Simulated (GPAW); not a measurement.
# BiTe (Fm-3m) in GPAW: convergence with k mesh

Aim: find how far k mesh must go before the results for BiTe settle, at PBE. This setting moves, with any that are tied to it; all else stays.

Program: GPAW 26.7.0. These are calculated values, not measurements. Logs are shortened: lines on timing, memory, paths and dates and some standing lists are left out, and cuts for length are marked. The log counts tension as positive stress, the text compression.

### 1 The crystal as given

It takes space group Fm-3m (No. 225, cubic). The conventional cell has a = 6.470 Å, b = 6.470 Å, c = 6.470 Å, α = 90.00°, β = 90.00°, γ = 90.00°. Around Bi (site symmetry m-3m) lie 6 Te at 3.23 Å. Around Te (site symmetry m-3m) lie 6 Bi at 3.23 Å.

### 2 With k mesh 2 × 2 × 2

Input file run.py:

```python
import json
import numpy as np
import spglib
from ase import Atoms
from ase.constraints import FixSymmetry
from ase.filters import FrechetCellFilter
from ase.io import write
from ase.optimize import BFGS
from ase.stress import full_3x3_to_voigt_6_stress, voigt_6_to_full_3x3_strain, voigt_6_to_full_3x3_stress
from ase.units import GPa
from gpaw import GPAW, PW

atoms = Atoms(['Bi', 'Te'],
              cell=[[0.0, 3.235, 3.235],
                    [3.235, 0.0, 3.235],
                    [3.235, 3.235, 0.0]],
              scaled_positions=[[0.0, 0.0, 0.0],
                                [0.5, 0.5, 0.5]],
              pbc=True)

calc = GPAW(mode=PW(450),
            xc='PBE',
            kpts={'size': (2, 2, 2), 'gamma': True},
            occupations={'name': 'fermi-dirac', 'width': 0.05},
            nbands=20,
            convergence={'density': 1e-06, 'eigenstates': 1e-09},
            maxiter=150,
            txt='gpaw.txt')
atoms.calc = calc
atoms.set_constraint(FixSymmetry(atoms))
BFGS(FrechetCellFilter(atoms), trajectory='relax.traj', logfile='-').run(fmax=0.005, steps=40)
atoms.set_constraint()
energy = atoms.get_potential_energy()
forces = atoms.get_forces()
stress = atoms.get_stress()
calc.write('gs.gpw')
write('result.traj', atoms)
print('Cell:', atoms.cell.cellpar().round(4))
print(atoms.get_scaled_positions().round(5))

gpts = tuple(int(n) for n in calc.get_number_of_grid_points())
cell = atoms.cell[:].T
dataset = spglib.get_symmetry((atoms.cell[:], atoms.get_scaled_positions(), atoms.numbers), symprec=1e-4)
rotations = [cell @ w @ np.linalg.inv(cell) for w in dataset['rotations']]
strains, clamped, relaxed = [], [], []
for v in [0, 3]:
    for e in (-0.005, 0.005):
        voigt = np.zeros(6)
        voigt[v] = e
        F = voigt_6_to_full_3x3_strain(voigt)
        a = atoms.copy()
        a.set_cell(atoms.cell[:] @ F, scale_atoms=True)
        c = GPAW(mode=PW(450),
                 xc='PBE',
                 kpts={'size': (2, 2, 2), 'gamma': True},
                 occupations={'name': 'fermi-dirac', 'width': 0.05},
                 nbands=20,
                 convergence={'density': 1e-06, 'eigenstates': 1e-09},
                 maxiter=150,
                 gpts=gpts,
                 txt=f'strain-{v}{e:+.3f}.txt')
        a.calc = c
        s0 = s1 = a.get_stress() - stress
        BFGS(a, logfile=None).run(fmax=0.003, steps=25)
        s1 = a.get_stress() - stress
        print(v, e, 'clamped', (s0 / GPa).round(3), 'relaxed', (s1 / GPa).round(3), flush=True)
        for R in rotations:  # images under the point group
            eps = R @ (F - np.eye(3)) @ R.T
            strains.append(full_3x3_to_voigt_6_stress(eps) * [1, 1, 1, 2, 2, 2])
            for s, rows in ((s0, clamped), (s1, relaxed)):
                rows.append(full_3x3_to_voigt_6_stress(R @ voigt_6_to_full_3x3_stress(s) @ R.T))

C0, C = (np.linalg.lstsq(np.array(strains), np.array(s), rcond=None)[0].T / GPa for s in (clamped, relaxed))
print('Clamped-ion Cij (GPa):')
print(C0.round(1))
print('Relaxed-ion Cij (GPa):')
print(C.round(1))
json.dump({'clamped': C0.tolist(), 'relaxed': C.tolist()}, open('elastic.json', 'w'))
```

Potentials or basis: GPAW PAW data sets (gpaw-data 1.2.1), pw.

On the command line:

```console
$ OMP_NUM_THREADS=1 python run.py
```

gpaw.txt:

```text
__  _  _
 | _ |_)|_||  |
 |__||  | ||/\| - 26.7.0

Input parameters:
  mode=PW(ecut=450.00000000000006),
  convergence={'density': 1e-06, 'eigenstates': 1e-09},
  kpts=MonkhorstPack(size=(2, 2, 2), gamma=True),
  maxiter=150,
  nbands=20,
  occupations=Occupations(name='fermi-dirac', width=0.05),
  xc=XC(name='PBE')

Diagonalizing LCAO Hamiltonian
Converting LCAO to pw mode

                 Te

       Bi

Atoms  # Å, Bohr magnetons
|   | symbol |        x |        y |        z |    initial magnetic moments |
|---|--------|----------|----------|----------|-----------------------------|
| 0 |     Bi | 0.000000 | 0.000000 | 0.000000 | ( 0.0000,  0.0000,  0.0000) |
| 1 |     Te | 3.235000 | 3.235000 | 3.235000 | ( 0.0000,  0.0000,  0.0000) |
[... 183 lines left out ...]
SCF iterations
|iter     | |      energy | eigst |  dens |
|---------|-|-------------|-------|-------|
|iter:   1| |   -6.851986 | -0.36 |       |
|iter:   2| |   -6.768364 | -2.52 | -1.19 |
|iter:   3| |   -6.488871 | -2.33 | -1.24 |
|iter:   4| |   -6.489673 | -3.42 | -1.75 |
|iter:   5| |   -6.490358c| -4.02 | -2.10 |
|iter:   6| |   -6.490503c| -5.14 | -2.83 |
|iter:   7| |   -6.490466c| -6.19 | -3.62 |
|iter:   8| |   -6.490474c| -6.77 | -3.96 |
|iter:   9| |   -6.490471c| -8.45 | -4.72 |
|iter:  10| |   -6.490471c| -8.93 | -5.35 |
|iter:  11| |   -6.490470c| -9.62c| -6.14c|

Converged in 11 steps
Energy contributions relative to reference atoms: (reference = -769639.066386)

Energy contributions:
  Kinetic:          34.932533
  Coulomb:         -31.442523
  Zero:             -1.351052
  External:          0.000000
  Xc:               -8.582733
  Entropy:          -0.093390
  Spinorbit:         0.000000
  ----------------------------
  Free energy:      -6.537165
  Extrapolated:     -6.490470
[... 13 lines left out ...]
|          6 |        -1.510 |     2.000 |
[... 294 lines left out ...]
|        x |        y |       z |
|----------|----------|---------|
| -0.00000 | -0.00000 | 0.00000 |  # Bi   0
| -0.00000 |  0.00000 | 0.00000 |  # Te   1

Interpolating wave functions to new cell

                  Te
[... 191 lines left out ...]
SCF iterations
|iter     | |      energy | eigst |  dens |
|---------|-|-------------|-------|-------|
|iter:   1| |   -7.183335 | -0.32 |       |
|iter:   2| |   -7.116061 | -2.34 | -1.22 |
|iter:   3| |   -6.690992 | -2.03 | -1.26 |
|iter:   4| |   -6.678673 | -3.08 | -2.00 |
|iter:   5| |   -6.678282 | -3.77 | -2.39 |
|iter:   6| |   -6.679294c| -4.50 | -2.73 |
|iter:   7| |   -6.679275c| -5.72 | -3.38 |
|iter:   8| |   -6.679283c| -6.48 | -4.07 |
|iter:   9| |   -6.679285c| -7.55 | -4.74 |
|iter:  10| |   -6.679285c| -9.86c| -5.37 |
|iter:  11| |   -6.679285c| -9.56c| -6.08c|

Converged in 11 steps
Energy contributions relative to reference atoms: (reference = -769639.066386)

Energy contributions:
  Kinetic:          24.633217
  Coulomb:         -23.399780
  Zero:             -1.359040
  External:          0.000000
  Xc:               -6.522913
  Entropy:          -0.061538
  Spinorbit:         0.000000
  ----------------------------
  Free energy:      -6.710054
  Extrapolated:     -6.679285
[... 31 lines left out ...]
Stress tensor  # eV/Ang^3
|         x |         y |         z |
|-----------|-----------|-----------|
| -0.002172 |  0.000000 |  0.000000 |
|  0.000000 | -0.002172 | -0.000000 |
|  0.000000 | -0.000000 | -0.002172 |

Forces  # eV/Ang
|       x |        y |        z |
|---------|----------|----------|
| 0.00000 | -0.00000 | -0.00000 |  # Bi   0
| 0.00000 |  0.00000 |  0.00000 |  # Te   1

Interpolating wave functions to new cell

                  Te
[... 191 lines left out ...]
SCF iterations
|iter     | |      energy | eigst |  dens |
|---------|-|-------------|-------|-------|
|iter:   1| |   -6.686038 | -2.26 |       |
|iter:   2| |   -6.685414 | -4.35 | -2.25 |
|iter:   3| |   -6.681520c| -4.09 | -2.29 |
|iter:   4| |   -6.681594c| -5.11 | -3.03 |
|iter:   5| |   -6.681544c| -5.83 | -3.43 |
|iter:   6| |   -6.681618c| -6.59 | -3.77 |
|iter:   7| |   -6.681615c| -7.78 | -4.42 |
|iter:   8| |   -6.681615c| -8.55 | -5.10 |
|iter:   9| |   -6.681615c| -9.57c| -5.77 |
|iter:  10| |   -6.681616c|-10.89c| -6.45c|

Converged in 10 steps
Energy contributions relative to reference atoms: (reference = -769639.066386)

Energy contributions:
  Kinetic:          23.883370
  Coulomb:         -22.792499
  Zero:             -1.358968
  External:          0.000000
  Xc:               -6.384020
  Entropy:          -0.058998
  Spinorbit:         0.000000
  ----------------------------
  Free energy:      -6.711114
  Extrapolated:     -6.681616
[... 31 lines left out ...]
Stress tensor  # eV/Ang^3
|         x |         y |         z |
|-----------|-----------|-----------|
| -0.000068 |  0.000000 | -0.000000 |
|  0.000000 | -0.000068 | -0.000000 |
| -0.000000 | -0.000000 | -0.000068 |

Forces  # eV/Ang
|        x |        y |        z |
|----------|----------|----------|
| -0.00000 | -0.00000 | -0.00000 |  # Bi   0
|  0.00000 |  0.00000 |  0.00000 |  # Te   1

# Writing to gs.gpw (mode='')
```

stdout:

```text
Step          Energy          fmax
BFGS:    0       -6.537165        1.242156
BFGS:    1       -6.598553        0.972980
BFGS:    2       -6.710054        0.083160
BFGS:    3       -6.711114        0.002608
Cell: [ 4.7805  4.7805  4.7805 60.     60.     60.    ]
[[0.  0.  0. ]
 [0.5 0.5 0.5]]
0 -0.005 clamped [-0.289 -0.135 -0.135  0.     0.    -0.   ] relaxed [-0.289 -0.135 -0.135  0.     0.    -0.   ]
0 0.005 clamped [ 0.284  0.113  0.113  0.     0.    -0.   ] relaxed [ 0.284  0.113  0.113  0.     0.    -0.   ]
3 -0.005 clamped [-0.001  0.002  0.002  0.423  0.    -0.   ] relaxed [-0.001  0.002  0.002  0.423  0.    -0.   ]
3 0.005 clamped [-0.001  0.002  0.002 -0.423  0.    -0.   ] relaxed [-0.001  0.002  0.002 -0.423  0.    -0.   ]
Clamped-ion Cij (GPa):
[[ 57.3  24.8  24.8   0.    0.    0. ]
 [ 24.8  57.3  24.8   0.   -0.    0. ]
 [ 24.8  24.8  57.3   0.   -0.    0. ]
 [  0.   -0.   -0.  -84.6  -0.    0. ]
 [  0.    0.   -0.   -0.  -84.6  -0. ]
 [  0.   -0.    0.    0.   -0.  -84.6]]
Relaxed-ion Cij (GPa):
[[ 57.3  24.8  24.8   0.    0.    0. ]
 [ 24.8  57.3  24.8   0.   -0.    0. ]
 [ 24.8  24.8  57.3   0.   -0.    0. ]
 [  0.   -0.   -0.  -84.6  -0.    0. ]
 [  0.    0.   -0.   -0.  -84.6  -0. ]
 [  0.   -0.    0.    0.   -0.  -84.6]]
```

Wall time 36 s (1 thread of Arm Neoverse V1, shared host); peak memory 0.2 GiB.

Results:

- Free energy: -6.7111 eV
- Relaxed volume: 38.63 Å³/atom
- Relaxed cell: a = 4.780 Å, b = 4.780 Å, c = 4.780 Å, α = 60.00°, β = 60.00°, γ = 60.00°
- Space group after relaxing (to 0.05 Å): Fm-3m (No. 225)
- Pressure after relaxing: 0.0 GPa
- Band gap on the k mesh: none (metal or under the smearing width)
- Elastic constants C11, C12, C44: 57, 25, -85 GPa
- Voigt bulk modulus: 36 GPa

### 3 With k mesh 3 × 3 × 3

run.py: that of step 2 with these lines changed.

```diff
@@ -22,3 +22,3 @@
             xc='PBE',
-            kpts={'size': (2, 2, 2), 'gamma': True},
+            kpts={'size': (3, 3, 3), 'gamma': True},
             occupations={'name': 'fermi-dirac', 'width': 0.05},
@@ -54,3 +54,3 @@
                  xc='PBE',
-                 kpts={'size': (2, 2, 2), 'gamma': True},
+                 kpts={'size': (3, 3, 3), 'gamma': True},
                  occupations={'name': 'fermi-dirac', 'width': 0.05},
```

Potentials or basis: GPAW PAW data sets (gpaw-data 1.2.1), pw.

On the command line:

```console
$ OMP_NUM_THREADS=1 python run.py
```

Run time: 40 s. Hardware: 1 thread of Arm Neoverse V1, shared host; peak memory 0.2 GiB.

Results:

```yaml
Free_energy: -7.8819 eV
Relaxed_volume: 34.38 Å³/atom
Relaxed_cell: a = 4.598 Å, b = 4.598 Å, c = 4.598 Å, α = 60.00°, β = 60.00°, γ = 60.00°
Space_group_after_relaxing_to_0.05_Å: Fm-3m (No. 225)
Pressure_after_relaxing: 0.0 GPa
Band_gap_on_the_k_mesh: none (metal or under the smearing width)
Elastic_constants_C11_C12_C44: -194, 165, -52 GPa
Voigt_bulk_modulus: 45 GPa
```

### 4 With k mesh 4 × 4 × 4

run.py: that of step 3 with these lines changed.

```diff
@@ -22,3 +22,3 @@
             xc='PBE',
-            kpts={'size': (3, 3, 3), 'gamma': True},
+            kpts={'size': (4, 4, 4), 'gamma': True},
             occupations={'name': 'fermi-dirac', 'width': 0.05},
@@ -54,3 +54,3 @@
                  xc='PBE',
-                 kpts={'size': (3, 3, 3), 'gamma': True},
+                 kpts={'size': (4, 4, 4), 'gamma': True},
                  occupations={'name': 'fermi-dirac', 'width': 0.05},
```

On the command line:

```console
$ OMP_NUM_THREADS=1 python run.py
```

Wall time 69 s (1 thread of Arm Neoverse V1, shared host); peak memory 0.22 GiB.

The run converged. Its results:

* Free energy: -8.0460 eV
* Relaxed volume: 34.01 Å³/atom
* Relaxed cell: a = 4.582 Å, b = 4.582 Å, c = 4.582 Å, α = 60.00°, β = 60.00°, γ = 60.00°
* Space group after relaxing (to 0.05 Å): Fm-3m (No. 225)
* Pressure after relaxing: 0.0 GPa
* Band gap on the k mesh: none (metal or under the smearing width)
* Elastic constants C11, C12, C44: 108, 15, -14 GPa
* Voigt bulk modulus: 46 GPa

### 5 With k mesh 5 × 5 × 5

run.py: that of step 4 with these lines changed.

```diff
@@ -22,3 +22,3 @@
             xc='PBE',
-            kpts={'size': (4, 4, 4), 'gamma': True},
+            kpts={'size': (5, 5, 5), 'gamma': True},
             occupations={'name': 'fermi-dirac', 'width': 0.05},
@@ -54,3 +54,3 @@
                  xc='PBE',
-                 kpts={'size': (4, 4, 4), 'gamma': True},
+                 kpts={'size': (5, 5, 5), 'gamma': True},
                  occupations={'name': 'fermi-dirac', 'width': 0.05},
```

On the command line:

```console
$ OMP_NUM_THREADS=1 python run.py
```

Run time: 93 s. Hardware: 1 thread of Arm Neoverse V1, shared host; peak memory 0.27 GiB.

It converged, with:

* Free energy: -8.0166 eV
* Relaxed volume: 34.01 Å³/atom
* Relaxed cell: a = 4.582 Å, b = 4.582 Å, c = 4.582 Å, α = 60.00°, β = 60.00°, γ = 60.00°
* Space group after relaxing (to 0.05 Å): Fm-3m (No. 225)
* Pressure after relaxing: 0.0 GPa
* Band gap on the k mesh: none (metal or under the smearing width)
* Elastic constants C11, C12, C44: 87, 31, 4 GPa
* Voigt bulk modulus: 50 GPa
* Bulk modulus (Hill): 50 GPa
* Shear modulus (Hill): 10 GPa
* Young's modulus: 27 GPa
* Poisson's ratio (from the elastic constants): 0.41

### 6 With k mesh 6 × 6 × 6

run.py: that of step 5 with these lines changed.

```diff
@@ -22,3 +22,3 @@
             xc='PBE',
-            kpts={'size': (5, 5, 5), 'gamma': True},
+            kpts={'size': (6, 6, 6), 'gamma': True},
             occupations={'name': 'fermi-dirac', 'width': 0.05},
@@ -54,3 +54,3 @@
                  xc='PBE',
-                 kpts={'size': (5, 5, 5), 'gamma': True},
+                 kpts={'size': (6, 6, 6), 'gamma': True},
                  occupations={'name': 'fermi-dirac', 'width': 0.05},
```

Potentials or basis: GPAW PAW data sets (gpaw-data 1.2.1), pw.

On the command line:

```console
$ OMP_NUM_THREADS=1 python run.py
```

It took 2.5 min on 1 thread of Arm Neoverse V1, shared host; peak memory 0.28 GiB.

It converged, with:

```
Free energy                            : -8.0072 eV
Relaxed volume                         : 34.16 Å³/atom
Relaxed cell                           : a = 4.589 Å, b = 4.589 Å, c = 4.589 Å, α = 60.00°, β = 60.00°, γ = 60.00°
Space group after relaxing (to 0.05 Å) : Fm-3m (No. 225)
Pressure after relaxing                : 0.0 GPa
Band gap on the k mesh                 : none (metal or under the smearing width)
Elastic constants C11, C12, C44        : 68, 37, -12 GPa
Voigt bulk modulus                     : 47 GPa
```

### 7 With k mesh 7 × 7 × 7

run.py: that of step 6 with these lines changed.

```diff
@@ -22,3 +22,3 @@
             xc='PBE',
-            kpts={'size': (6, 6, 6), 'gamma': True},
+            kpts={'size': (7, 7, 7), 'gamma': True},
             occupations={'name': 'fermi-dirac', 'width': 0.05},
@@ -54,3 +54,3 @@
                  xc='PBE',
-                 kpts={'size': (6, 6, 6), 'gamma': True},
+                 kpts={'size': (7, 7, 7), 'gamma': True},
                  occupations={'name': 'fermi-dirac', 'width': 0.05},
```

On the command line:

```console
$ OMP_NUM_THREADS=1 python run.py
```

It took 3.3 min on 1 thread of Arm Neoverse V1, shared host; peak memory 0.3 GiB.

Results (log left out):

```yaml
Free_energy: -7.9941 eV
Relaxed_volume: 34.16 Å³/atom
Relaxed_cell: a = 4.589 Å, b = 4.589 Å, c = 4.589 Å, α = 60.00°, β = 60.00°, γ = 60.00°
Space_group_after_relaxing_to_0.05_Å: Fm-3m (No. 225)
Pressure_after_relaxing: 0.0 GPa
Band_gap_on_the_k_mesh: none (metal or under the smearing width)
Elastic_constants_C11_C12_C44: 70, 36, -18 GPa
Voigt_bulk_modulus: 48 GPa
```

### 8 With k mesh 8 × 8 × 8

run.py: that of step 7 with these lines changed.

```diff
@@ -22,3 +22,3 @@
             xc='PBE',
-            kpts={'size': (7, 7, 7), 'gamma': True},
+            kpts={'size': (8, 8, 8), 'gamma': True},
             occupations={'name': 'fermi-dirac', 'width': 0.05},
@@ -54,3 +54,3 @@
                  xc='PBE',
-                 kpts={'size': (7, 7, 7), 'gamma': True},
+                 kpts={'size': (8, 8, 8), 'gamma': True},
                  occupations={'name': 'fermi-dirac', 'width': 0.05},
```

On the command line:

```console
$ OMP_NUM_THREADS=1 python run.py
```

It took 4.6 min on 1 thread of Arm Neoverse V1, shared host; peak memory 0.36 GiB.

Results (log left out):

```
Free energy                            : -8.0212 eV
Relaxed volume                         : 33.99 Å³/atom
Relaxed cell                           : a = 4.581 Å, b = 4.581 Å, c = 4.581 Å, α = 60.00°, β = 60.00°, γ = 60.00°
Space group after relaxing (to 0.05 Å) : Fm-3m (No. 225)
Pressure after relaxing                : 0.0 GPa
Band gap on the k mesh                 : none (metal or under the smearing width)
Elastic constants C11, C12, C44        : 106, 20, -1 GPa
Voigt bulk modulus                     : 48 GPa
```

### 9 Result

```
   k mesh  energy less the tightest run, at zero smearing (meV/atom)  SCF cycles  CPU time (s)  peak memory (GiB)
2 × 2 × 2                                                     667.04          11            36                0.2
3 × 3 × 3                                                      78.00          11            40                0.2
4 × 4 × 4                                                      -9.39          11            69               0.22
5 × 5 × 5                                                       3.31          11            93               0.27
6 × 6 × 6                                                       8.82          11           150               0.28
7 × 7 × 7                                                      16.07          11           200                0.3
8 × 8 × 8                                                       0.00          11           280               0.36
```

Not settled before the last step: the energy (to 1 meV/atom). Meshes of other sizes hit other points, so gaps and Fermi surfaces needn't settle smoothly. The tightest run that finished is the yardstick and may itself not be fully converged.

Caveats: the cutoff is short for stress and forces, so pressures can be off by a GPa or more; the density grid can change from cell to cell, which puts small steps into energies and stress; the elastic tensor has a negative eigenvalue, so either the cell is unstable as it stands or the mesh is too thin; spin-orbit coupling is left out, which moves the levels of the heavy elements.
